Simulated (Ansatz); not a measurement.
# C: the crystal squeezed far

How does C (diamond type) answer strong compression? Methods of the runs shown: PAW. Its runs: cell relaxed at zero pressure (PAW); volume scaled by 1 (PAW); volume scaled by 0.95 (PAW and PAW (cutoff 250 eV)); volume scaled by 0.85 (PAW); volume scaled by 0.75 (PAW); volume scaled by 0.65 (PAW); volume scaled by 0.55 (PAW and PAW (cutoff 250 eV)); volume scaled by 0.45 (PAW); volume scaled by 0.4 (PAW and PAW (partial_waves polarizable)).

Computed with Ansatz 0.2.0 (DFT, PBE, PAW with Ansatz's default frozen-core files, scalar-relativistic, unless a step's input says otherwise).

**1. The system as given**

The structure is cubic, space group Fd-3m (No. 227). Conventional cell: a = 4.021 Å, b = 4.021 Å, c = 4.021 Å, α = 90.00°, β = 90.00°, γ = 90.00°. Around C (site symmetry -43m) lie 4 C at 1.74 Å.

As a file:

```cif
data_structure
_symmetry_space_group_name_H-M 'P 1'
_symmetry_Int_Tables_number 1
_cell_length_a 2.8431
_cell_length_b 2.8431
_cell_length_c 2.8431
_cell_angle_alpha 60.000
_cell_angle_beta 60.000
_cell_angle_gamma 60.000
_cell_volume 16.25
loop_
_atom_site_label
_atom_site_type_symbol
_atom_site_fract_x
_atom_site_fract_y
_atom_site_fract_z
_atom_site_occupancy
C1 C 0.87500 0.87500 0.87500 1
C2 C 0.12500 0.12500 0.12500 1
```

Whether this phase is the stable one at these pressures isn't tested.

Atoms are numbered in the order of the input: C1, C2.

**2. Cell relaxed at zero pressure, PAW**

Contents of input.yaml:

```yaml
crystal:
  lattice:
    - [0.0, 2.0103628793, 2.0103628793]
    - [2.0103628793, 0.0, 2.0103628793]
    - [2.0103628793, 2.0103628793, 0.0]
  atoms:
    - { symbol: C, position: [-0.125, -0.125, -0.125] }
    - { symbol: C, position: [0.125, 0.125, 0.125] }
kpoints:
  mp_grid: { grid: [18, 18, 18] }
scf:
  occupations: { method: fermi_dirac, width: 0.1 }
hamiltonian:
  xc: pbe
  pseudopotentials: { kind: paw }
output:
  forces: true
  stress: true
relax:
  f_tol: 0.005
  max_steps: 40
  cell: {}
```

Run with:

```console
$ ansatz run input.yaml --threads 1 --pin off --max-ram 2048MiB --backend cpu --events-out ev --progress --plain --runs-dir out
```

After this run come: Volume scaled by 1, PAW; Volume scaled by 0.95, PAW; Volume scaled by 0.95, PAW (cutoff 250 eV); Volume scaled by 0.85, PAW; Volume scaled by 0.75, PAW; Volume scaled by 0.65, PAW; Volume scaled by 0.55, PAW; Volume scaled by 0.55, PAW (cutoff 250 eV); Volume scaled by 0.45, PAW; Volume scaled by 0.4, PAW; Volume scaled by 0.4, PAW (partial_waves polarizable).

Before running it: what results should come out? Wanted: PAW pressure at 0.4 of the volume; PAW; fitted bulk modulus at zero pressure.

As calculated:

| quantity | value |
| --- | --- |
| PAW pressure at 0.4 of the volume | 1942.6 GPa |
| PAW (partial_waves polarizable) pressure at 0.4 of the volume | 1942.6 GPa |
| fitted bulk modulus at zero pressure (PAW) | 433 GPa |
| its pressure derivative | 3.64 |

**Reading.** At 0.4 of the starting volume PAW gives 1943 GPa. One third-order Birch-Murnaghan curve follows these points (B₀ = 433 GPa, B′ = 3.64, misfit at most 5.07 GPa). A fit over so wide a range leans to the high pressures, so B₀ can be off by several per cent. The gap goes from 4.13 to 7.05 eV. No all-electron run checks these rows here, and frozen cores can fail under such compression. The ions are at rest, and the electrons smeared by 0.1 eV.

These are semilocal Kohn-Sham gaps, which aren't the measured quantity. Such gaps usually fall short of the measured ones.
